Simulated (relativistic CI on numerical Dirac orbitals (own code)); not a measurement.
# Gd V (Gd⁴⁺): levels and lines

The task is the spectrum of Gd⁴⁺: levels, purity of their labels, lifetimes and lines; further runs change one setting each.

Method: Dirac-Coulomb-Breit CI, KLI orbitals optimised for each configuration, model QED (radiative potential, 1s self-energy scaled to tabulated hydrogen-like ionisation energies), valence Slater integrals scaled by 0.85, P86 correlation energy added to each configuration. Code: relativistic CI on numerical Dirac orbitals (own code) version 3.

### Step 1. The system

| Quantity | Value |
| --- | --- |
| ion | Gd⁴⁺ (Gd V) |
| nuclear charge | 64 |
| electrons | 60 |
| isotope | A = 158 |
| first configuration typed | [Xe] 4f6 |

The outer shells:

first configuration typed
```
[Xe] core
4f [↑ ][↑ ][↑ ][↑ ][↑ ][↑ ][  ]
```

### Step 2. CI with the chosen configurations

Settings of the run:

```ini
atom Gd  Z=64  charge=4  electrons=60
nucleus A=158  rms_radius_fm=5.1569
hamiltonian dirac-coulomb  breit=on  qed=on  c_scale=1
orbitals kli  potential=per-configuration
slater_scale 0.85
correlation p86
mixing on
configurations
  [Xe] 4f6
  [Xe] 4f5 5d
  [Kr] 4d10 4f8 5s2 5p4
  [Xe] 4f5 6s
  [Xe] 4f5 6d
  [Xe] 4f5 7s
  [Kr] 4d10 4f8 5p6
  [Xe] 4f5 8s
  [Xe] 4f4 6s2
end
```

The run is started by

```
python run_levels.py task.json out
```

task.json lists these runs, among others, and the program works through them in turn.

### Step 3. Slater integrals scaled by 1

The settings differ from step 2 so:

```diff
@@ -4,3 +4,3 @@
 orbitals kli  potential=per-configuration
-slater_scale 0.85
+slater_scale 1
 correlation p86
```

### Step 4. Correlation estimate lda-sx

The settings differ from step 3 so:

```diff
@@ -4,4 +4,4 @@
 orbitals kli  potential=per-configuration
-slater_scale 1
-correlation p86
+slater_scale 0.85
+correlation lda-sx
 mixing on
```

### Step 5. Without configuration mixing

The settings differ from step 4 so:

```diff
@@ -5,4 +5,4 @@
 slater_scale 0.85
-correlation lda-sx
-mixing on
+correlation p86
+mixing off
 configurations
```

### Step 6. Non-relativistic limit (c × 1000)

The settings differ from step 5 so:

```diff
@@ -2,3 +2,3 @@
 nucleus A=158  rms_radius_fm=5.1569
-hamiltonian dirac-coulomb  breit=on  qed=on  c_scale=1
+hamiltonian dirac-coulomb  breit=off  qed=off  c_scale=1000
 orbitals kli  potential=per-configuration
@@ -6,3 +6,3 @@
 correlation p86
-mixing off
+mixing on
 configurations
```

(Steps that only read results are left out.)

Q: Predict the outcome of this session. Wanted: lowest level; first excitation; lowest level of the other parity; fastest E1 line.

The runs gave:

| run | time | mean size of shift, levels followed (cm⁻¹) | lowest level |
| --- | --- | --- | --- |
| main run | 28 s | 0 | 4f6 5s2 5p6 7F0 |
| Slater integrals scaled by 1 | 28 s | 1964 | 4f6 5s2 5p6 7F0 |
| correlation estimate lda-sx | 28 s | 0.3 | 4f6 5s2 5p6 7F0 |
| without configuration mixing | 27 s | 75.4 | 4f6 5s2 5p6 7F0 |
| non-relativistic limit (c × 1000) | 22 s | 2678 | 4f6 5s2 5p6 7F0 |

| quantity | value |
| --- | --- |
| lowest level | 4f6 5s2 5p6 7F0 |
| first excitation | 4f6 5s2 5p6 7F1, 518.5 cm⁻¹ |
| lowest level of the other parity | 4f5 5s2 5p6 5d 7K°4, 140248 cm⁻¹ |
| levels in the model | 9850 |
| fastest E1 line (by rate) to the lowest level among the lowest 400 of 9850 levels | 63.92 nm, from 4f5 5s2 5p6 5d 7F°1 (ii) |

The lowest level is 4f6 5s2 5p6 7F0, 91 % pure in LS and 54 % in jj coupling; over the low levels the means are 91 and 45 %, so LS coupling describes them better. The largest mover is «non-relativistic limit (c × 1000)» (2678 cm⁻¹ on average). Low levels that differ in the count of f electrons can be misplaced by several ten thousand cm⁻¹. Lifetimes count radiative decay inside the model alone.
